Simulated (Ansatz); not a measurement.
# BiO5: the cost of one run

Method: DFT PBE, scalar-relativistic, plane waves, PAW, unless a step names another level, in Ansatz 0.2.0.

8 further runs of the same task are left out: 4 that didn't finish, 4 set aside as unsound or not needed.

## (1) The starting structure

The structure is tetragonal, space group P4/nmm (No. 129). The conventional cell has a = 3.740 Å, b = 3.740 Å, c = 12.438 Å, α = 90.00°, β = 90.00°, γ = 90.00°. Around Bi (site symmetry 4mm) lie 4 O at 2.30 Å. O (site symmetry -4m2) has 4 Bi at 2.30 Å as nearest neighbours. O (site symmetry 4mm) has 1 O at 1.21 Å as nearest neighbours. Around O (site symmetry 4mm) lie 1 O at 1.35 Å.

Coordinates:

```
CELL_PARAMETERS angstrom
3.73971 0.00000 0.00000
0.00000 3.73971 0.00000
0.00000 0.00000 12.43768
ATOMIC_POSITIONS crystal
Bi 0.00000 0.50000 0.89192
Bi 0.50000 0.00000 0.10808
O 0.50000 0.50000 0.00000
O 0.00000 0.00000 0.00000
O 0.00000 0.50000 0.63285
O 0.00000 0.50000 0.53535
O 0.00000 0.50000 0.18438
O 0.00000 0.50000 0.29267
O 0.50000 0.00000 0.36715
O 0.50000 0.00000 0.46465
O 0.50000 0.00000 0.81562
O 0.50000 0.00000 0.70733
```

It came out lowest among 32 distinct ends of the trial cells. At a tolerance of 0.05 Å it has space group P4/nmm (No. 129).

## (2) Relaxing to 0.001 eV/Å, on the response runs' mesh and smearing

Input file input.yaml:

```yaml
crystal:
  lattice:
    - [3.7397121441, 0.0, 0.0]
    - [0.0, 3.7397121441, 0.0]
    - [0.0, 0.0, 12.4376816814]
  atoms:
    - { symbol: Bi, position: [0.0, 0.5, 0.8919246287] }
    - { symbol: Bi, position: [0.5, 0.0, 0.1080753713] }
    - { symbol: O, position: [0.5, 0.5, 0.0] }
    - { symbol: O, position: [0.0, 0.0, 0.0] }
    - { symbol: O, position: [0.0, 0.5, 0.6328527745] }
    - { symbol: O, position: [0.0, 0.5, 0.5353507631] }
    - { symbol: O, position: [0.0, 0.5, 0.1843841132] }
    - { symbol: O, position: [0.0, 0.5, 0.292665559] }
    - { symbol: O, position: [0.5, 0.0, 0.3671472255] }
    - { symbol: O, position: [0.5, 0.0, 0.4646492369] }
    - { symbol: O, position: [0.5, 0.0, 0.8156158868] }
    - { symbol: O, position: [0.5, 0.0, 0.707334441] }
basis:
  ecutwfc: 420
kpoints:
  mp_grid: { grid: [8, 8, 4] }
hamiltonian:
  xc: pbe
scf:
  occupations: { method: gaussian, width: 0.1 }
output:
  forces: true
  stress: true
  eigenvalues: true
relax:
  adjacent_minimum: "off"
  f_tol: 0.001
  max_steps: 60
  cell: { stress_tol: 0.01 }
```

On the command line:

```sh
> ansatz run input.yaml --threads 3 --pin off --max-ram 7680MiB --backend cpu --events-out ev --progress --plain --runs-dir out
```

What time and memory should one allow on 3 threads of AMD EPYC 7R43 (Zen 3), shared host?

About 1.7 min, with a peak of 0.76 GiB.
